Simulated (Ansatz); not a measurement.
**C₃H₆BN: basis-set convergence**

The task here is to estimate one member of a computed series from the others.

Program: Ansatz 0.2.0, Gaussian basis. Level of theory: one geometry, several basis sets. These are calculated values, not measurements.

Levels to be run: PBE0-D4/def2-SVP; ωB97M-V/def2-SVP; PBE0-D4/def2-QZVPP; ωB97M-V/def2-QZVPP; the functionals' def2-TZVPP values are taken from earlier runs.

**The relaxed structure**

All runs share one geometry, relaxed beforehand with PBE0-D4 in a triple-zeta def2 set.

SMILES `NBC1C=C1`, 11 atoms, charge 0, spin multiplicity 1.

Atoms are counted from 1 here; the program's logs count them from 0.

Bond lengths: N1–B2 1.394 Å, N1–H6 1.005 Å, N1–H7 1.007 Å, B2–C3 1.552 Å, B2–H8 1.202 Å, C3–C4 1.524 Å, C3–C5 1.524 Å, C3–H9 1.097 Å, C4–C5 1.279 Å, C4–H10 1.076 Å, C5–H11 1.076 Å. Angles: B2–N1–H6 123.4°, B2–N1–H7 123.0°, H6–N1–H7 113.6°, N1–B2–C3 121.2°, N1–B2–H8 118.1°, C3–B2–H8 120.7°, B2–C3–C4 120.9°, B2–C3–C5 120.9°, B2–C3–H9 117.2°, C4–C3–C5 49.6°, C4–C3–H9 115.5°, C5–C3–H9 115.5°, C3–C4–C5 65.2°, C3–C4–H10 143.7°, C5–C4–H10 151.1°, C3–C5–C4 65.2°, C3–C5–H11 143.7°, C4–C5–H11 151.1°.

The first run:

Contents of in.yaml:

```yaml
crystal:
  periodic: [false, false, false]
  atoms:
    - {symbol: N, position_ang: [-1.904544, 0.650887, 0.524801]}
    - {symbol: B, position_ang: [-0.580229, 0.244661, 0.679029]}
    - {symbol: C, position_ang: [0.288928, -0.147884, -0.545371]}
    - {symbol: C, position_ang: [1.800307, 0.048970, -0.528058]}
    - {symbol: C, position_ang: [1.416246, -1.164983, -0.412021]}
    - {symbol: H, position_ang: [-2.495533, 0.911844, 1.294134]}
    - {symbol: H, position_ang: [-2.359198, 0.710239, -0.371367]}
    - {symbol: H, position_ang: [-0.125603, 0.205795, 1.791059]}
    - {symbol: H, position_ang: [-0.183314, -0.092854, -1.534177]}
    - {symbol: H, position_ang: [2.578973, 0.789372, -0.582180]}
    - {symbol: H, position_ang: [1.629265, -2.213048, -0.295251]}
basis:
  gaussian: {orbitals: def2-SVP}
hamiltonian: {xc: pbe0, dispersion: d4}
output: {orbitals: {seedname: orbitals}}
```

Run with:

```bash
> ansatz run in.yaml --threads 2 --pin off --events-out ev --progress --plain --max-ram 4352MiB
```

Steps of the session up to this table: PBE0-D4 in def2-SVP; ωB97M-V in def2-SVP; PBE0-D4 in def2-QZVPP; ωB97M-V in def2-QZVPP.

One of the session's tables, all rows but one given; the rest of the session is left out.

It belongs to the step «Functionals by basis». 

| functional | basis | HOMO (eV) | LUMO (eV) |
| --- | --- | --- | --- |
| PBE0-D4 | def2-SVP | -6.72 | 0.19 |
| PBE0-D4 | def2-TZVPP | -6.81 | -0.09 |
| PBE0-D4 | def2-QZVPP | ? | ? |
| ωB97M-V | def2-SVP | -8.98 | 2.37 |
| ωB97M-V | def2-TZVPP | -9.07 | 1.91 |
| ωB97M-V | def2-QZVPP | -9.09 | 1.68 |

**Question.** Estimate the row for PBE0-D4, def2-QZVPP.

**Answer.** HOMO (eV): -6.83; LUMO (eV): -0.18. In the column «HOMO (eV)» it lies between ωB97M-V, def2-SVP (-8.98) and PBE0-D4, def2-TZVPP (-6.81).
